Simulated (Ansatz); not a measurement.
**CH3BO2S: small, medium and large basis sets**

How large a basis does CH3BO2S need? Two functionals are run in growing sets.

The runs use Ansatz 0.2.0, Gaussian basis; one geometry, several basis sets.

Plan: PBE0-D4/def2-SVP; ωB97M-V/def2-SVP; PBE0-D4/def2-QZVPP; ωB97M-V/def2-QZVPP; the functionals' def2-TZVPP values are taken from earlier runs.

**1. Structure used throughout**

The geometry comes from an earlier relaxation with PBE0-D4 in a triple-zeta def2 set; it is a stationary point, not always the lowest conformer.

SMILES `OB1OC1S`, 8 atoms, charge 0, spin multiplicity 1.

Atoms are counted from 1 here; the program's logs count them from 0.

Bond lengths: O1–B2 1.338 Å, O1–H6 0.960 Å, B2–O3 1.332 Å, B2–C4 1.514 Å, O3–C4 1.522 Å, C4–S5 1.757 Å, C4–H7 1.086 Å, S5–H8 1.346 Å. Angles: B2–O1–H6 114.0°, O1–B2–O3 137.8°, O1–B2–C4 157.9°, O3–B2–C4 64.3°, B2–O3–C4 63.7°, B2–C4–O3 52.0°, B2–C4–S5 122.1°, B2–C4–H7 121.7°, O3–C4–S5 117.6°, O3–C4–H7 110.6°, S5–C4–H7 114.8°, C4–S5–H8 98.2°.

**2. PBE0-D4 in def2-SVP**

File in.yaml:

```yaml
crystal:
  periodic: [false, false, false]
  atoms:
    - {symbol: O, position_ang: [-1.528396, 0.636981, 1.489973]}
    - {symbol: B, position_ang: [-0.537231, 0.060025, 0.801481]}
    - {symbol: O, position_ang: [0.057577, -1.129828, 0.738997]}
    - {symbol: C, position_ang: [0.580507, -0.063511, -0.212313]}
    - {symbol: S, position_ang: [0.267007, -0.277979, -1.927505]}
    - {symbol: H, position_ang: [-1.692327, 1.550526, 1.246281]}
    - {symbol: H, position_ang: [1.604591, 0.199120, 0.034015]}
    - {symbol: H, position_ang: [1.340372, -1.032233, -2.226729]}
basis:
  gaussian: {orbitals: def2-SVP}
hamiltonian: {xc: pbe0, dispersion: d4}
output: {orbitals: {seedname: orbitals}}
```

Run with:

```console
$ ansatz run in.yaml --threads 2 --pin off --events-out ev --progress --plain --max-ram 4352MiB
```

What it wrote:

```text
Functional definition: PBE0
  name "PBE0"
  cite "Adamo & Barone, J. Chem. Phys. 110, 6158 (1999) doi:10.1063/1.478522"
  cite "Perdew, Burke & Ernzerhof, Phys. Rev. Lett. 77, 3865 (1996) doi:10.1103/PhysRevLett.77.3865"
  parent pbe
  parameter a = 0.25
  parameter kappa = 0.804
  parameter beta = 0.06672455060314922
  exchange = (1 - a)*pbe_x(kappa = kappa, mu = beta*pi^2/3) + a*exact_x
  correlation = pbe_c(beta = beta)
980 factors; their error is unknown
mean field evaluation 1: about -16668.9904 eV, gradient 5.4e1 eV
mean field evaluation 2: about -16662.7790 eV, gradient 7.9e1 eV
mean field evaluation 4: about -16674.5229 eV, gradient 4.2e0 eV
mean field evaluation 8: about -16674.6154 eV, gradient 1.5e-1 eV
mean field -16674.61546218 eV, -612.7808157748 hartree, gradient 8.6e-5 eV, S^2 0.000000; 0 other end points of the search recorded, 0 dependent functions left out
reference -16674.61548506 eV, -612.7808166157 hartree; 23, 23 occupied and 66, 66 virtual orbitals, 980 factors
Total energy: -16674.74762087 eV, -612.7856725170 hartree
```

It took 0.75 s on 2 threads of Intel Xeon Platinum 8488C, shared host.

**3. ωB97M-V in def2-SVP**

Changes to in.yaml since step 2:

```diff
@@ -13,3 +13,3 @@
   gaussian: {orbitals: def2-SVP}
-hamiltonian: {xc: pbe0, dispersion: d4}
+hamiltonian: {xc: {name: wB97M-V}}
 output: {orbitals: {seedname: orbitals}}
```

The command is unchanged.

What it wrote, shortened:

```text
Functional definition: wB97M-V
  name "wB97M-V"
  cite "Mardirossian & Head-Gordon, J. Chem. Phys. 144, 214110 (2016) doi:10.1063/1.4952647"
  cite "Becke, J. Chem. Phys. 107, 8554 (1997) doi:10.1063/1.475007"
  cite "Vydrov & Van Voorhis, J. Chem. Phys. 133, 244103 (2010) doi:10.1063/1.3521275"
  # Of w^i u^j: cxij and so on, Table III.
[...]
  gx(w, u) = 1 - cx + cx01*u + cx10*w
  gss(w, u) = css00 + css04*u^4 + css10*w + css20*w^2 + css43*w^4*u^3
  gos(w, u) = cos00 + cos10*w + (cos20 + cos21*u)*w^2 + (cos60 + cos61*u)*w^6
[...]
      + integral(e_c_pw_mod_opposite_spin*gos(b97_w_opposite, b97_u_opposite)) + vv10(b, c)
977 factors; their error is unknown
230 factors; integrals over basis functions are off by at most 9.1e-6 eV
[...]
mean field -16682.42675128 eV, -613.0678753544 hartree, gradient 3.4e-5 eV, S^2 0.000000; 0 other end points of the search recorded, 0 dependent functions left out
reference -16682.42678795 eV, -613.0678767023 hartree; 23, 23 occupied and 66, 66 virtual orbitals, 977 factors
Total energy: -16682.42678795 eV, -613.0678767023 hartree
```

It took 2.6 s on 2 threads of Intel Xeon Platinum 8488C, shared host.

**4. PBE0-D4 in def2-QZVPP**

Changes to in.yaml since step 3:

```diff
@@ -12,4 +12,4 @@
 basis:
-  gaussian: {orbitals: def2-SVP}
-hamiltonian: {xc: {name: wB97M-V}}
+  gaussian: {orbitals: "def2-QZVPP.json"}
+hamiltonian: {xc: pbe0, dispersion: d4}
 output: {orbitals: {seedname: orbitals}}
```

Launched as before.

What it wrote:

```text
Functional definition: PBE0
  name "PBE0"
  cite "Adamo & Barone, J. Chem. Phys. 110, 6158 (1999) doi:10.1063/1.478522"
  cite "Perdew, Burke & Ernzerhof, Phys. Rev. Lett. 77, 3865 (1996) doi:10.1103/PhysRevLett.77.3865"
  parent pbe
  parameter a = 0.25
  parameter kappa = 0.804
  parameter beta = 0.06672455060314922
  exchange = (1 - a)*pbe_x(kappa = kappa, mu = beta*pi^2/3) + a*exact_x
  correlation = pbe_c(beta = beta)
1286 factors; their error is unknown
mean field evaluation 1: about -16677.7187 eV, gradient 6.7e1 eV
mean field evaluation 2: about -16665.8693 eV, gradient 1.0e2 eV
mean field evaluation 4: about -16685.7954 eV, gradient 7.9e0 eV
mean field evaluation 8: about -16685.8995 eV, gradient 1.8e-1 eV
mean field evaluation 16: about -16685.9133 eV, gradient 1.9e-4 eV
mean field -16685.91331558 eV, -613.1960042294 hartree, gradient 4.1e-5 eV, S^2 0.000000; 0 other end points of the search recorded, 0 dependent functions left out
reference -16685.91334950 eV, -613.1960054758 hartree; 23, 23 occupied and 365, 365 virtual orbitals, 1286 factors
Total energy: -16686.04548531 eV, -613.2008613772 hartree
```

Wall time 6 s (2 threads of Intel Xeon Platinum 8488C, shared host); peak memory 1.1 GiB.

**5. ωB97M-V in def2-QZVPP**

Changes to in.yaml since step 4:

```diff
@@ -13,3 +13,3 @@
   gaussian: {orbitals: "def2-QZVPP.json"}
-hamiltonian: {xc: pbe0, dispersion: d4}
+hamiltonian: {xc: {name: wB97M-V}}
 output: {orbitals: {seedname: orbitals}}
```

The command is unchanged.

What it wrote, shortened:

```text
Functional definition: wB97M-V
  name "wB97M-V"
  cite "Mardirossian & Head-Gordon, J. Chem. Phys. 144, 214110 (2016) doi:10.1063/1.4952647"
  cite "Becke, J. Chem. Phys. 107, 8554 (1997) doi:10.1063/1.475007"
  cite "Vydrov & Van Voorhis, J. Chem. Phys. 133, 244103 (2010) doi:10.1063/1.3521275"
  # Of w^i u^j: cxij and so on, Table III.
[...]
  gx(w, u) = 1 - cx + cx01*u + cx10*w
  gss(w, u) = css00 + css04*u^4 + css10*w + css20*w^2 + css43*w^4*u^3
  gos(w, u) = cos00 + cos10*w + (cos20 + cos21*u)*w^2 + (cos60 + cos61*u)*w^6
[...]
      + integral(e_c_pw_mod_opposite_spin*gos(b97_w_opposite, b97_u_opposite)) + vv10(b, c)
1258 factors; their error is unknown
309 factors; integrals over basis functions are off by at most 1.2e-5 eV
[...]
mean field -16693.81606545 eV, -613.4864249302 hartree, gradient 2.0e-5 eV, S^2 0.000000; 0 other end points of the search recorded, 0 dependent functions left out
reference -16693.81611916 eV, -613.4864269041 hartree; 23, 23 occupied and 365, 365 virtual orbitals, 1258 factors
Total energy: -16693.81611916 eV, -613.4864269041 hartree
```

Wall time 14 s (2 threads of Intel Xeon Platinum 8488C, shared host); peak memory 1.2 GiB.

**6. Density functionals: the series**

The def2-TZVPP values come from earlier runs at the same geometry.

```
functional       basis  functions  energy (eV)  from the largest (eV)  HOMO (eV)  LUMO (eV)
   PBE0-D4    def2-SVP         89  -16674.7476                 11.298      -7.23       0.61
   PBE0-D4  def2-TZVPP        208  -16685.3830                  0.663      -7.38       0.03
   PBE0-D4  def2-QZVPP        388  -16686.0455                  0.000      -7.42      -0.18
   ωB97M-V    def2-SVP         89  -16682.4268                 11.389      -9.42       2.52
   ωB97M-V  def2-TZVPP        208  -16693.1906                  0.626      -9.59       1.52
   ωB97M-V  def2-QZVPP        388  -16693.8161                  0.000      -9.64       1.07
```

**7. Summary of results**

| quantity | value |
| --- | --- |
| PBE0-D4: double and triple zeta above quadruple | 11.30, 0.66 eV |
| ωB97M-V: double and triple zeta above quadruple | 11.39, 0.63 eV |

What this shows: PBE0-D4 gains 10.64 eV from double to triple zeta, then 0.66 eV more. Total energies overstate the basis error of differences, where much of it tends to cancel. The LUMO of ωB97M-V is positive and keeps falling with the basis (2.52 to 1.07 eV): an unbound level that the basis holds in place.

For PBE0-D4 the largest set took about 8 times as long as the smallest (6 s against 0.75 s).
